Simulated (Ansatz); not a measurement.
# AsBCl₃H₃: up Jacob's ladder to CCSD(T)

The task here is to estimate one member of a computed series from the others.

Computed with Ansatz 0.2.0, Gaussian basis. Level: functionals in def2-TZVPP, the program's frozen cores in correlated methods.

Levels to be run: LDA (SPW92), PBE-D4, revPBE-D4, BLYP-D4, r2SCAN-D4, B97M-V, PBE0-D4, B3LYP-D4, r2SCANh-D4, r2SCAN0-D4, HSE06-D4, BHLYP-D4, CAM-B3LYP-D4, LC-ωPBE, ωB97X-V, ωB97M-V, B2PLYP, PBE-QIDH; CCSD(T)/def2-SVP; CCSD(T)/def2-TZVPP; MP2/def2-QZVPP; extrapolation to the limit; RPA on PBE.

### The relaxed structure

All runs share one geometry, relaxed beforehand with PBE0-D4 in a triple-zeta def2 set.

SMILES `Cl[B-](Cl)(Cl)[AsH3+]`, 8 atoms, charge 0, spin multiplicity 1.

Atoms are counted from 1 here; the program's logs count them from 0.

Bond lengths: Cl1–B2 1.814 Å, B2–Cl3 1.814 Å, B2–Cl4 1.814 Å, B2–As5 2.148 Å, As5–H6 1.503 Å, As5–H7 1.503 Å, As5–H8 1.503 Å. Angles: Cl1–B2–Cl3 114.6°, Cl1–B2–Cl4 114.6°, Cl1–B2–As5 103.7°, Cl3–B2–Cl4 114.6°, Cl3–B2–As5 103.7°, Cl4–B2–As5 103.7°, B2–As5–H6 116.7°, B2–As5–H7 116.7°, B2–As5–H8 116.7°, H6–As5–H7 101.4°, H6–As5–H8 101.4°, H7–As5–H8 101.4°.

The first run:

File in.yaml:

```yaml
crystal:
  periodic: [false, false, false]
  atoms:
    - {symbol: Cl, position_ang: [-1.525241, -1.674440, 0.709764]}
    - {symbol: B, position_ang: [0.059099, -1.172051, -0.017906]}
    - {symbol: Cl, position_ang: [1.511492, -1.553244, 1.000544]}
    - {symbol: Cl, position_ang: [0.243707, -1.577948, -1.776709]}
    - {symbol: As, position_ang: [-0.028587, 0.974243, 0.002445]}
    - {symbol: H, position_ang: [-0.184424, 1.631205, 1.345269]}
    - {symbol: H, position_ang: [-1.148599, 1.611440, -0.771230]}
    - {symbol: H, position_ang: [1.164653, 1.703795, -0.547975]}
basis:
  gaussian: {orbitals: def2-TZVPP}
hamiltonian: {xc: lda}
output: {orbitals: {seedname: orbitals}}
```

Among the steps run: LDA; PBE-D4 (GGA); revPBE-D4 (GGA); BLYP-D4 (GGA); r2SCAN-D4 (meta-GGA); B97M-V (meta-GGA); PBE0-D4 (hybrid); B3LYP-D4 (hybrid); r2SCANh-D4 (hybrid); r2SCAN0-D4 (hybrid); HSE06-D4 (hybrid); BHLYP-D4 (hybrid); CAM-B3LYP-D4 (range-separated); LC-ωPBE-D4 (range-separated; the results give it without D4); ωB97X-V (range-separated); ωB97M-V (range-separated); B2PLYP (double hybrid); PBE-QIDH (double hybrid).

One table of the session follows, with a row left open; its other results are not shown here.

It belongs to the step «Frontier levels by functional». 

| functional | HOMO (eV) | gap (eV) |
| --- | --- | --- |
| LDA (SPW92) | -6.95 | 5.50 |
| PBE-D4 | -6.82 | 5.57 |
| revPBE-D4 | -6.76 | 5.59 |
| BLYP-D4 | -6.66 | 5.42 |
| r2SCAN-D4 | -7.16 | 6.31 |
| B97M-V | -7.28 | 6.20 |
| PBE0-D4 | -8.18 | 7.83 |
| B3LYP-D4 | -7.93 | 7.24 |
| r2SCANh-D4 | -7.67 | 7.13 |
| r2SCAN0-D4 | -8.38 | 8.30 |
| HSE06-D4 | -7.79 | 7.07 |
| BHLYP-D4 | -9.28 | 9.73 |
| CAM-B3LYP-D4 | -9.48 | 10.01 |
| LC-ωPBE | -10.75 | 12.55 |
| ωB97X-V | -10.43 | 12.08 |
| ωB97M-V | ? | ? |

Estimate the missing values for ωB97M-V.

The run gave: HOMO (eV): -10.29; gap (eV): 11.65. In the column «HOMO (eV)» it lies between ωB97X-V (-10.43) and CAM-B3LYP-D4 (-9.48).
